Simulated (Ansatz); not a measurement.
**OsF3 (ReO3 type): how the settings move a single-point run**

Aim: see which settings change the result for OsF3 (ReO3 type), by how much, and at what cost.

Method: reference: DFT PBE, scalar-relativistic, plane waves, PAW, in Ansatz 0.2.0.

3 further runs of the same task are left out: 3 that didn't finish. Runs told in other sessions of the task aren't counted.

### Step 1. The structure to begin with

The structure is cubic, space group Pm-3m (No. 221). The conventional cell has a = 4.030 Å, b = 4.030 Å, c = 4.030 Å, α = 90.00°, β = 90.00°, γ = 90.00°. Os (site symmetry m-3m) has 6 F at 2.02 Å in its first shell of neighbours. F (site symmetry 4/mmm) is surrounded by 2 Os at 2.02 Å.

As a file:

```cif
data_structure
_symmetry_space_group_name_H-M 'P 1'
_symmetry_Int_Tables_number 1
_cell_length_a 4.0302
_cell_length_b 4.0302
_cell_length_c 4.0302
_cell_angle_alpha 90.000
_cell_angle_beta 90.000
_cell_angle_gamma 90.000
_cell_volume 65.46
loop_
_atom_site_label
_atom_site_type_symbol
_atom_site_fract_x
_atom_site_fract_y
_atom_site_fract_z
_atom_site_occupancy
Os1 Os 0.00000 0.00000 0.00000 1
F1 F 0.50000 0.00000 0.00000 1
F2 F 0.00000 0.00000 0.50000 1
F3 F 0.00000 0.50000 0.00000 1
```

### Step 2. Reference

Contents of input.yaml:

```yaml
crystal:
  lattice:
    - [4.0301740801, 0.0, 0.0]
    - [0.0, 4.0301740801, 0.0]
    - [0.0, 0.0, 4.0301740801]
  atoms:
    - { symbol: Os, position: [0.0, 0.0, 0.0], spin: 0.15 }
    - { symbol: F, position: [0.5, 0.0, 0.0] }
    - { symbol: F, position: [0.0, 0.0, 0.5] }
    - { symbol: F, position: [0.0, 0.5, 0.0] }
basis:
  ecutwfc: 420
  ecutrho_ratio: 4
kpoints:
  mp_grid: { grid: [10, 10, 10] }
hamiltonian:
  xc: pbe
scf:
  occupations: { method: gaussian, width: 0.05 }
output:
  forces: true
  stress: true
  eigenvalues: true
  populations: true
magnetization:
  spin_polarized: true
```

Command:

```
$ ansatz run input.yaml --threads 2 --pin off --max-ram 2662MiB --backend cpu --events-out ev --progress --plain --runs-dir out
```

### Step 3. Changed: mp_grid.grid [8, 8, 8]

input.yaml: that of step 2 with these lines changed.

```diff
@@ -6,3 +6,3 @@
   atoms:
-    - { symbol: Os, position: [0.0, 0.0, 0.0], spin: 0.15 }
+    - { symbol: Os, position: [0.0, 0.0, 0.0], spin: 1.0 }
     - { symbol: F, position: [0.5, 0.0, 0.0] }
@@ -14,3 +14,3 @@
 kpoints:
-  mp_grid: { grid: [10, 10, 10] }
+  mp_grid: { grid: [8, 8, 8] }
 hamiltonian:
@@ -22,4 +22,2 @@
   stress: true
-  eigenvalues: true
-  populations: true
 magnetization:
```

### Step 4. The same system, input altered

input.yaml: that of step 2 with these lines changed.

```diff
@@ -6,3 +6,3 @@
   atoms:
-    - { symbol: Os, position: [0.0, 0.0, 0.0], spin: 0.15 }
+    - { symbol: Os, position: [0.0, 0.0, 0.0], spin: 1.0 }
     - { symbol: F, position: [0.5, 0.0, 0.0] }
@@ -19,2 +19,3 @@
   occupations: { method: gaussian, width: 0.05 }
+  convergence: { dr2_threshold: 0.0001 }
 output:
@@ -22,4 +23,2 @@
   stress: true
-  eigenvalues: true
-  populations: true
 magnetization:
```

### Step 6. Variant: mp_grid.grid [12, 12, 12]

input.yaml: that of step 2 with these lines changed.

```diff
@@ -6,3 +6,3 @@
   atoms:
-    - { symbol: Os, position: [0.0, 0.0, 0.0], spin: 0.15 }
+    - { symbol: Os, position: [0.0, 0.0, 0.0], spin: 1.0 }
     - { symbol: F, position: [0.5, 0.0, 0.0] }
@@ -14,3 +14,3 @@
 kpoints:
-  mp_grid: { grid: [10, 10, 10] }
+  mp_grid: { grid: [12, 12, 12] }
 hamiltonian:
@@ -22,4 +22,2 @@
   stress: true
-  eigenvalues: true
-  populations: true
 magnetization:
```

### Step 7. Variant: xc_grid 1, dispersion d3bj

input.yaml: that of step 2 with these lines changed.

```diff
@@ -6,3 +6,3 @@
   atoms:
-    - { symbol: Os, position: [0.0, 0.0, 0.0], spin: 0.15 }
+    - { symbol: Os, position: [0.0, 0.0, 0.0], spin: 1.0 }
     - { symbol: F, position: [0.5, 0.0, 0.0] }
@@ -13,2 +13,3 @@
   ecutrho_ratio: 4
+  xc_grid: 1
 kpoints:
@@ -17,2 +18,3 @@
   xc: pbe
+  dispersion: d3bj
 scf:
@@ -22,4 +24,2 @@
   stress: true
-  eigenvalues: true
-  populations: true
 magnetization:
```

(Steps that only read results are left out.)

What does the calculation give? Wanted: for each run, ending; energy change; pressure; gap; abs. moment; force.

The runs gave:

```
                          run     ending                                    energy change  pressure (GPa)  gap (eV)  abs. moment (μB)  force (eV/Å)  cycles   time
                    reference  converged                                                0             0.0      0.00              0.26          0.00      11  7.2 s
    1: mp_grid.grid [8, 8, 8]  converged                                    -0.5 meV/atom             0.0      0.00              0.13          0.00      13  4.7 s
      2: dr2_threshold 0.0001  converged                                     0.0 meV/atom             0.0      0.00              0.26          0.00       9  5.7 s
 3: mp_grid.grid [12, 12, 12]  converged                                     0.0 meV/atom             0.0      0.00              0.08          0.00      15   12 s
4: xc_grid 1, dispersion d3bj  converged  -95.3 meV/atom (offset of the dispersion model)            -1.0      0.00              0.26          0.00      12  6.7 s
```

Residual by cycle in the longest SCF loop of each run; runs are numbered as in the table. The quantity is the density residual dr2, in eV.

```
cycle  reference    run 1    run 2    run 3    run 4
    1       9.53     9.49     9.48     9.53     9.49
    2       3.06     3.04     3.03     3.04     3.03
    4     0.0127   0.0294   0.0911   0.0124   0.0908
    5     8.7e-4   0.0108  0.00807   7.2e-4  0.00812
    6     6.8e-5  0.00199   3.3e-4   1.1e-4   3.3e-4
    7     7.8e-6   4.0e-4   2.7e-6   5.2e-5   2.9e-6
    9     6.7e-9   2.0e-6   2.8e-9   3.9e-7   5.2e-9
   10    8.1e-10   8.8e-8        -   9.6e-8  1.0e-10
   11    1.7e-12   6.4e-9        -   1.1e-8  8.7e-11
   12          -  1.9e-10        -   4.3e-9  2.7e-13
   14          -        -        -  2.7e-12        -
   15          -        -        -  4.3e-13        -
```

What this shows: Of the converged runs whose energies compare with the reference's, «mp_grid.grid [8, 8, 8]» moves the energy most (-0.5 meV/atom). Of the variants the dearest is «mp_grid.grid [12, 12, 12]» (12 s), the cheapest «mp_grid.grid [8, 8, 8]» (4.7 s), on a shared host.
